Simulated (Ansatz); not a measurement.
# BH6NSi2: a ladder of functionals and wavefunction methods

How much do the methods differ for BH6NSi2? The plan is to run it at one geometry with functionals of several rungs and with coupled cluster. The yardstick is the atomisation energy at the CCSD(T) limit.

Computed with Ansatz 0.2.0, Gaussian basis. Level: functionals in def2-TZVPP, the program's frozen cores in correlated methods.

Levels to be run: LDA (SPW92), PBE-D4, revPBE-D4, BLYP-D4, r2SCAN-D4, B97M-V, PBE0-D4, B3LYP-D4, r2SCANh-D4, r2SCAN0-D4, HSE06-D4, BHLYP-D4, CAM-B3LYP-D4, LC-ωPBE, ωB97X-V, ωB97M-V, B2PLYP, PBE-QIDH; CCSD(T)/def2-SVP; CCSD(T)/def2-TZVPP; MP2/def2-QZVPP; extrapolation to the limit; RPA on PBE.

### Step 1. The geometry

All runs share one geometry, relaxed beforehand with PBE0-D4 in a triple-zeta def2 set.

SMILES `B1N[SiH2][SiH2]1`, 10 atoms, charge 0, spin multiplicity 1.

Atoms are counted from 1 here; the program's logs count them from 0.

Bond lengths: B1–N2 1.405 Å, B1–Si4 2.044 Å, B1–H5 1.197 Å, N2–Si3 1.774 Å, N2–H6 1.011 Å, Si3–Si4 2.333 Å, Si3–H7 1.491 Å, Si3–H8 1.491 Å, Si4–H9 1.488 Å, Si4–H10 1.488 Å. Angles: N2–B1–Si4 100.3°, N2–B1–H5 123.4°, Si4–B1–H5 136.4°, B1–N2–Si3 107.8°, B1–N2–H6 123.7°, Si3–N2–H6 128.6°, N2–Si3–Si4 80.2°, N2–Si3–H7 111.6°, N2–Si3–H8 111.6°, Si4–Si3–H7 121.6°, Si4–Si3–H8 121.6°, H7–Si3–H8 106.9°, B1–Si4–Si3 71.8°, B1–Si4–H9 119.1°, B1–Si4–H10 119.0°, Si3–Si4–H9 116.9°, Si3–Si4–H10 116.9°, H9–Si4–H10 109.1°.

### Step 2. LDA

This LDA is Slater exchange with PW92 correlation.

Contents of in.yaml:

```yaml
crystal:
  periodic: [false, false, false]
  atoms:
    - {symbol: B, position_ang: [-1.013553, 0.836217, -0.341435]}
    - {symbol: N, position_ang: [0.345652, 1.045651, -0.627996]}
    - {symbol: Si, position_ang: [1.254989, -0.329902, 0.025100]}
    - {symbol: Si, position_ang: [-0.906866, -0.951592, 0.643431]}
    - {symbol: H, position_ang: [-1.878656, 1.599289, -0.659370]}
    - {symbol: H, position_ang: [0.695989, 1.854866, -1.123269]}
    - {symbol: H, position_ang: [2.261570, 0.107182, 1.034139]}
    - {symbol: H, position_ang: [1.999537, -1.052868, -1.045108]}
    - {symbol: H, position_ang: [-1.469773, -2.167841, -0.003122]}
    - {symbol: H, position_ang: [-1.205789, -0.992105, 2.100530]}
basis:
  gaussian: {orbitals: def2-TZVPP}
hamiltonian: {xc: lda}
output: {orbitals: {seedname: orbitals}}
```

Launch:

```sh
ansatz run in.yaml --threads 2 --pin off --events-out ev --progress --plain --max-ram 4352MiB
```

Further steps of the session: PBE-D4 (GGA); revPBE-D4 (GGA); BLYP-D4 (GGA); r2SCAN-D4 (meta-GGA); B97M-V (meta-GGA); PBE0-D4 (hybrid); B3LYP-D4 (hybrid); r2SCANh-D4 (hybrid); r2SCAN0-D4 (hybrid); HSE06-D4 (hybrid); BHLYP-D4 (hybrid); CAM-B3LYP-D4 (range-separated); LC-ωPBE (range-separated); ωB97X-V (range-separated); ωB97M-V (range-separated); B2PLYP (double hybrid); PBE-QIDH (double hybrid); CCSD(T) in def2-SVP; CCSD(T) in def2-TZVPP; MP2 in def2-QZVPP; RPA on PBE orbitals.

Q: Predict the results of all the runs planned. Wanted: atomisation energy, CCSD(T)/CBS; farthest beyond LDA; mean size of error, GGA; mean size of error, meta-GGA; mean size of error, hybrid; mean size of error, range-separated; mean size of error, double hybrid; gap, smallest and largest; T1 diagnostic.

As calculated:

| quantity | value |
| --- | --- |
| atomisation energy, CCSD(T)/CBS | 34.439 eV |
| functionals within 0.172 eV (0.5 %) | BLYP-D4, r2SCAN-D4, PBE0-D4, B3LYP-D4, r2SCANh-D4, HSE06-D4, LC-ωPBE |
| farthest beyond LDA | BHLYP-D4 (-0.463 eV) |
| mean size of error, GGA | 0.251 eV |
| mean size of error, meta-GGA | 0.240 eV |
| mean size of error, hybrid | 0.155 eV |
| mean size of error, range-separated | 0.250 eV |
| mean size of error, double hybrid | 0.282 eV |
| gap, smallest and largest | 4.16 eV (LDA (SPW92)), 11.12 eV (LC-ωPBE) |
| T1 diagnostic | 0.0147 |
| triples share of the correlation energy | 4.1 % |

In words: The LDA atomisation energy is off by 4.360 eV (13 %): it overbinds. PBE-D4 misses by +0.345 eV. Double hybrids carry the basis error of their MP2 part in triple zeta, and no dispersion term here, so their miss is partly the set-up's. Taken by rung, hybrid functionals do best (0.155 eV on average) and double hybrid ones worst beyond LDA (0.282 eV). The gap between the best rungs is small, so their order is not settled. Misses under about 0.172 eV are within the doubt on the reference itself, which lacks core-valence correlation, relativity and higher excitations. Hartree-Fock recovers 74 % of the binding; the rest is correlation. CCSD(T) in def2-SVP is off by -2.256 eV, more than most functionals: a good method in a small basis is no reference. Orbital gaps span 4.2 to 11.1 eV; exact exchange widens them.
